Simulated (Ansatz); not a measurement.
# CH2O2Si: one species, many methods

One table from this session's results is given with a row withheld; the runs are named, their logs left out.

Method: functionals in def2-TZVPP, the program's frozen cores in correlated methods; program: Ansatz 0.2.0, Gaussian basis.

Levels to be run: LDA (SPW92), PBE-D4, revPBE-D4, BLYP-D4, r2SCAN-D4, B97M-V, PBE0-D4, B3LYP-D4, r2SCANh-D4, r2SCAN0-D4, HSE06-D4, BHLYP-D4, CAM-B3LYP-D4, LC-ωPBE, ωB97X-V, ωB97M-V, B2PLYP, PBE-QIDH; CCSD(T)/def2-SVP; CCSD(T)/def2-TZVPP; MP2/def2-QZVPP; extrapolation to the limit; RPA on PBE.

**Structure used throughout**

All runs share one geometry, relaxed beforehand with PBE0-D4 in a triple-zeta def2 set.

SMILES `O=C1O[SiH2]1`, 6 atoms, charge 0, spin multiplicity 1.

Atoms are counted from 1 here; the program's logs count them from 0.

Bond lengths: O1–C2 1.180 Å, C2–O3 1.369 Å, C2–Si4 1.819 Å, O3–Si4 1.720 Å, Si4–H5 1.478 Å, Si4–H6 1.478 Å. Angles: O1–C2–O3 131.0°, O1–C2–Si4 165.6°, O3–C2–Si4 63.5°, C2–O3–Si4 71.1°, C2–Si4–O3 45.4°, C2–Si4–H5 123.4°, C2–Si4–H6 123.4°, O3–Si4–H5 115.4°, O3–Si4–H6 115.4°, H5–Si4–H6 112.8°.

The first run:

Contents of in.yaml:

```yaml
crystal:
  periodic: [false, false, false]
  atoms:
    - {symbol: O, position_ang: [1.262371, -1.666579, 0.916653]}
    - {symbol: C, position_ang: [0.559832, -0.862170, 0.414520]}
    - {symbol: O, position_ang: [-0.629737, -0.998145, -0.249641]}
    - {symbol: Si, position_ang: [-0.201567, 0.667204, -0.211303]}
    - {symbol: H, position_ang: [0.133837, 1.265883, -1.520621]}
    - {symbol: H, position_ang: [-1.082637, 1.529708, 0.604192]}
basis:
  gaussian: {orbitals: def2-TZVPP}
hamiltonian: {xc: lda}
output: {orbitals: {seedname: orbitals}}
```

Command:

```
$ ansatz run in.yaml --threads 2 --pin off --events-out ev --progress --plain --max-ram 4352MiB
```

Steps of the session up to this table: LDA; PBE-D4 (GGA); revPBE-D4 (GGA); BLYP-D4 (GGA); r2SCAN-D4 (meta-GGA); B97M-V (meta-GGA); B3LYP-D4 (hybrid); r2SCANh-D4 (hybrid); r2SCAN0-D4 (hybrid); HSE06-D4 (hybrid); BHLYP-D4 (hybrid); CAM-B3LYP-D4 (range-separated); LC-ωPBE (range-separated); ωB97X-V (range-separated); ωB97M-V (range-separated); B2PLYP (double hybrid); PBE-QIDH (double hybrid).

One table of the session follows, with a row left open; its other results are not shown here.

It belongs to the step «Frontier levels by functional». 

```
  functional  HOMO (eV)  LUMO (eV)  gap (eV)
 LDA (SPW92)      -6.37      -2.66      3.71
      PBE-D4      -6.18      -2.43      3.75
   revPBE-D4      -6.11      -2.34      3.77
     BLYP-D4      -6.07      -2.34      3.73
   r2SCAN-D4      -6.41      -2.17      4.24
      B97M-V      -6.50      -2.27      4.22
     PBE0-D4      -7.49      -1.62      5.87
    B3LYP-D4      -7.29      -1.86      5.42
  r2SCANh-D4      -6.91      -1.89      5.02
  r2SCAN0-D4          ?          ?         ?
    HSE06-D4      -7.09      -2.00      5.10
    BHLYP-D4      -8.77      -0.81      7.96
CAM-B3LYP-D4      -8.86      -0.64      8.21
     LC-ωPBE     -10.11       0.55     10.67
     ωB97X-V      -9.79       0.44     10.23
     ωB97M-V      -9.71       0.17      9.88
```

Estimate the missing values for r2SCAN0-D4.

Worked estimate for «HOMO (eV)». Against the share of exact exchange, r2SCAN-D4 (0, -6.41), r2SCANh-D4 (0.1, -6.91) give a slope of -5.00 per unit share; at 0.25 the line stands at -7.66.

**Answer.** HOMO (eV): -7.67; LUMO (eV): -1.47; gap (eV): 6.20. In «HOMO (eV)» the line misses by +0.01.
